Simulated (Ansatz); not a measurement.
# Br2FHOSi: a ladder of functionals and wavefunction methods

Aim: compute Br2FHOSi with functionals from several rungs and with coupled cluster, and see how far each lands from CCSD(T) at the basis-set limit for the atomisation energy.

Program: Ansatz 0.2.0, Gaussian basis. Level of theory: functionals in def2-TZVPP, the program's frozen cores in correlated methods. These are calculated values, not measurements.

Levels to be run: LDA (SPW92), PBE-D4, revPBE-D4, BLYP-D4, r2SCAN-D4, B97M-V, PBE0-D4, B3LYP-D4, r2SCANh-D4, r2SCAN0-D4, HSE06-D4, BHLYP-D4, CAM-B3LYP-D4, LC-ωPBE, ωB97X-V, ωB97M-V, B2PLYP, PBE-QIDH; CCSD(T)/def2-SVP; CCSD(T)/def2-TZVPP; MP2/def2-QZVPP; extrapolation to the limit; RPA on PBE.

## Step 1: The geometry

All runs share one geometry, relaxed beforehand with PBE0-D4 in a triple-zeta def2 set.

6 atoms, charge 0, spin multiplicity 1.

Atoms are counted from 1 here; the program's logs count them from 0.

Bond lengths: O1–Si2 1.614 Å, O1–H6 0.960 Å, Si2–F3 1.580 Å, Si2–Br4 2.195 Å, Si2–Br5 2.178 Å. Angles: Si2–O1–H6 118.5°, O1–Si2–F3 111.0°, O1–Si2–Br4 111.3°, O1–Si2–Br5 107.8°, F3–Si2–Br4 106.6°, F3–Si2–Br5 108.1°, Br4–Si2–Br5 112.0°.

## Step 2: LDA

This LDA is Slater exchange with PW92 correlation.

in.yaml

```yaml
crystal:
  periodic: [false, false, false]
  atoms:
    - {symbol: O, position_ang: [-0.410982, 0.267210, 1.241342]}
    - {symbol: Si, position_ang: [0.224575, 0.040890, -0.225123]}
    - {symbol: F, position_ang: [1.605330, -0.722339, -0.132222]}
    - {symbol: Br, position_ang: [-1.088434, -1.189644, -1.482303]}
    - {symbol: Br, position_ang: [0.592850, 2.000016, -1.102145]}
    - {symbol: H, position_ang: [-0.881240, -0.460232, 1.654349]}
basis:
  gaussian: {orbitals: def2-TZVPP}
hamiltonian: {xc: lda}
output: {orbitals: {seedname: orbitals}}
```

Run with:

```
> ansatz run in.yaml --threads 4 --pin off --events-out ev --progress --plain --max-ram 10444MiB
```

Further steps of the session: PBE-D4 (GGA); revPBE-D4 (GGA); BLYP-D4 (GGA); r2SCAN-D4 (meta-GGA); B97M-V (meta-GGA); PBE0-D4 (hybrid); B3LYP-D4 (hybrid); r2SCANh-D4 (hybrid); r2SCAN0-D4 (hybrid); HSE06-D4 (hybrid); BHLYP-D4 (hybrid); CAM-B3LYP-D4 (range-separated); LC-ωPBE (range-separated); ωB97X-V (range-separated); ωB97M-V (range-separated); B2PLYP (double hybrid); PBE-QIDH (double hybrid); CCSD(T) in def2-SVP; CCSD(T) in def2-TZVPP; MP2 in def2-QZVPP; RPA on PBE orbitals.

Before running them: what should the planned runs give, taken together? Wanted: atomisation energy, CCSD(T)/CBS; farthest beyond LDA; mean size of error, GGA; mean size of error, meta-GGA; mean size of error, hybrid; mean size of error, range-separated; mean size of error, double hybrid; gap, smallest and largest; T1 diagnostic.

As calculated:

| quantity | value |
| --- | --- |
| atomisation energy, CCSD(T)/CBS | 2245.9 kJ/mol |
| functionals within 22.5 kJ/mol (1.0 %) | PBE-D4, r2SCAN-D4 |
| farthest beyond LDA | BHLYP-D4 (-143.4 kJ/mol) |
| mean size of error, GGA | 45.3 kJ/mol |
| mean size of error, meta-GGA | 22.3 kJ/mol |
| mean size of error, hybrid | 69.7 kJ/mol |
| mean size of error, range-separated | 42.8 kJ/mol |
| mean size of error, double hybrid | 58.8 kJ/mol |
| gap, smallest and largest | 6.02 eV (BLYP-D4), 13.43 eV (LC-ωPBE) |
| T1 diagnostic | 0.0089 |
| triples share of the correlation energy | 3.3 % |

**Reading.** The LDA atomisation energy is off by 327.6 kJ/mol (15 %): it overbinds. PBE-D4 misses by +3.8 kJ/mol. Double hybrids carry the basis error of their MP2 part in triple zeta, and no dispersion term here, so their miss is partly the set-up's. Taken by rung, meta-GGA functionals do best (22.3 kJ/mol on average) and hybrid ones worst beyond LDA (69.7 kJ/mol). The mean of the hybrids holds BHLYP, with half exact exchange. Misses under about 22.5 kJ/mol are within the doubt on the reference itself, which lacks core-valence correlation, relativity and higher excitations, and its outer-core shells are covered unevenly. All levels share the lack of spin-orbit coupling, which lowers the free heavy atoms and so the true binding. Hartree-Fock recovers 70 % of the binding; the rest is correlation. CCSD(T) in def2-SVP is off by -253.6 kJ/mol, so the small basis spoils what the method gains. Orbital gaps span 6.0 to 13.4 eV; exact exchange widens them. Correlated methods include outer-core shells of Br, which these sets cover unevenly.
